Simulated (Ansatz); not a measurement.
What does this script print? It uses Ansatz 0.2.0, Python API.

`tacun2.py`:
```python
"""Single point of TaCuN2."""

from pathlib import Path
import logging
import sys
import warnings

import ansatz
import numpy as np

logging.basicConfig(stream=sys.stdout, format="%(levelname)s %(message)s")
log = logging.getLogger("ansatz_job")
log.setLevel(logging.INFO)

warnings.simplefilter("ignore", ansatz.DeckWarning)

system = (
    ansatz.Lattice.from_parameters(3.136, 3.136, 17.438, alpha=90, beta=90, gamma=120)
    .space_group(166)
    .atom("Ta", (2 / 3, 1 / 3, 5 / 6))
    .atom("Cu", (0.0, 0.0, 0.0))
    .atom("N", (1 / 3, 2 / 3, 0.78567))
    .primitive()
)

# settings of the run
model = (
    system.calculation()
    .functional(ansatz.Functional.PBESOL)
    .kpoints(spacing=0.4)
    .occupations("fixed")
    .density()
)
outcome = model.run()
data = outcome.report

n_atoms = len(data["lattice"]["sites"])
print("F =", round(data["free_energy_ev"], 4), "eV for", n_atoms, "atoms")
print("E(sigma -> 0) =", round(data["energy_sigma0_ev"], 4), "eV, TS =", round(data["entropy_ts_ev"], 5), "eV")
print("closed by", data["closed_by"], "after", data["n_iterations"], "iterations")

rho = outcome.density()
total = sum(ch.density_e_per_ang3 for ch in rho.channels[:2]) if len(rho.channels) < 3 else rho.channels[0].density_e_per_ang3
print("grid", rho.dims, "electrons", round(float(total.mean() * rho.cell_volume_ang3), 4))
profile = total.mean(axis=(0, 2))
log.info("planar average along grid axis 1 (e/A^3):")
print(np.array2string(profile[:: max(len(profile) // 16, 1)], precision=4))

lines = ["| quantity | value |", "|---|---|"]
lines.append(f"| free energy per atom | {data['free_energy_ev'] / len(outcome.lattice.sites):.4f} eV |")
lines.append(f"| Fermi level | {data['fermi_energy_ev']:.3f} eV |")
lines.append(f"| volume per atom | {data['setup']['cell_volume_ang3'] / len(outcome.lattice.sites):.3f} A^3 |")
lines.append(f"| valence electrons | {data['n_electrons']:g} |")
Path("summary.md").write_text("\n".join(lines) + "\n")

print("doubts on the final state:", data["published_state_doubts"] or "none")
print("warnings:", sorted({n["data"]["kind"] for n in outcome.notices if n["data"].get("severity") in ("warning", "doubt")}) or "none")
```

```console
$ python tacun2.py
F = -17153.1269 eV for 4 atoms
E(sigma -> 0) = -17153.1269 eV, TS = 0.0 eV
closed by deck_thresholds after 8 iterations
grid (24, 45, 24) electrons 42.0
INFO planar average along grid axis 1 (e/A^3):
[3.137  1.8626 0.5551 0.1875 0.143  0.1951 0.3441 0.5883 0.8375 1.0841
 1.2391 1.2514 1.2554 1.1818 0.9636 0.7135 0.4604 0.2551 0.1589 0.1475
 0.3006 1.0581 2.7375]
doubts on the final state: none
warnings: none
```

`summary.md`, as written:
```text
| quantity | value |
|---|---|
| free energy per atom | -4288.2817 eV |
| Fermi level | 12.704 eV |
| volume per atom | 12.377 A^3 |
| valence electrons | 42 |
```

Notes:
- Absolute energies stand on the zero of these potentials, so only differences at equal settings mean something.
- Spin is left out of this run.
- With fixed filling the reported Fermi level is the top filled level among the k-points of the SCF.
- Spin-orbit coupling, which matters for elements this heavy, is left out.
- Grid values close to the nuclei reflect the PAW or pseudopotential construction, not the all-electron fields.
- The starting cell is as deposited in a crystallographic database; the results hold for this polymorph, which needn't be the stable one.
- It ran for 2.9 s on 1 thread of Arm Neoverse V1, with other jobs on the host, peak memory 0.4 GiB.

(Lines on the test bed's own set-up are left out of the output.)
